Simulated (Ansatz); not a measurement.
# CH₃GaOS: how energies converge with the basis set

How large a basis does CH₃GaOS need? Two functionals are run in growing sets.

The runs use Ansatz 0.2.0, Gaussian basis; one geometry, several basis sets.

Levels to be run: PBE0-D4/def2-SVP; ωB97M-V/def2-SVP; PBE0-D4/def2-QZVPP; ωB97M-V/def2-QZVPP; the functionals' def2-TZVPP values are taken from earlier runs.

## Step 1: Structure used throughout

An earlier PBE0-D4 in a triple-zeta def2 set relaxation fixed the geometry.

SMILES `O=C[S][GaH2]`, 7 atoms, charge 0, spin multiplicity 1.

Atoms are counted from 1 here; the program's logs count them from 0.

Bond lengths: O1–C2 1.191 Å, C2–S3 1.790 Å, C2–H5 1.106 Å, S3–Ga4 2.210 Å, Ga4–H6 1.561 Å, Ga4–H7 1.554 Å. Angles: O1–C2–S3 122.8°, O1–C2–H5 123.2°, S3–C2–H5 114.0°, C2–S3–Ga4 100.0°, S3–Ga4–H6 115.3°, S3–Ga4–H7 116.2°, H6–Ga4–H7 128.5°.

## Step 2: PBE0-D4 in def2-SVP

File in.yaml:

```yaml
crystal:
  periodic: [false, false, false]
  atoms:
    - {symbol: O, position_ang: [-0.759748, 2.618327, 0.001225]}
    - {symbol: C, position_ang: [-0.535406, 1.450261, 0.057586]}
    - {symbol: S, position_ang: [0.968255, 0.720383, -0.583008]}
    - {symbol: Ga, position_ang: [0.600169, -1.403845, -0.096345]}
    - {symbol: H, position_ang: [-1.233289, 0.719983, 0.508259]}
    - {symbol: H, position_ang: [-0.755796, -1.700085, 0.617760]}
    - {symbol: H, position_ang: [1.715805, -2.405034, -0.505467]}
basis:
  gaussian: {orbitals: def2-SVP}
hamiltonian: {xc: pbe0, dispersion: d4}
output: {orbitals: {seedname: orbitals}}
```

Run with:

```sh
$ ansatz run in.yaml --threads 2 --pin off --events-out ev --progress --plain --max-ram 4352MiB
```

After this run come: ωB97M-V in def2-SVP; PBE0-D4 in def2-QZVPP; ωB97M-V in def2-QZVPP.

Before running them: what should the planned runs give, taken together? Wanted: PBE0-D4: double and triple zeta above quadruple; ωB97M-V: double and triple zeta above quadruple.

**Answer**, as computed:

| quantity | value |
| --- | --- |
| PBE0-D4: double and triple zeta above quadruple | 15.84, 1.69 eV |
| ωB97M-V: double and triple zeta above quadruple | 15.84, 1.63 eV |

What this shows: PBE0-D4 gains 14.15 eV from double to triple zeta, then 1.69 eV more. These are total energies; as a rule much of such shifts cancels in differences, which this series doesn't test.
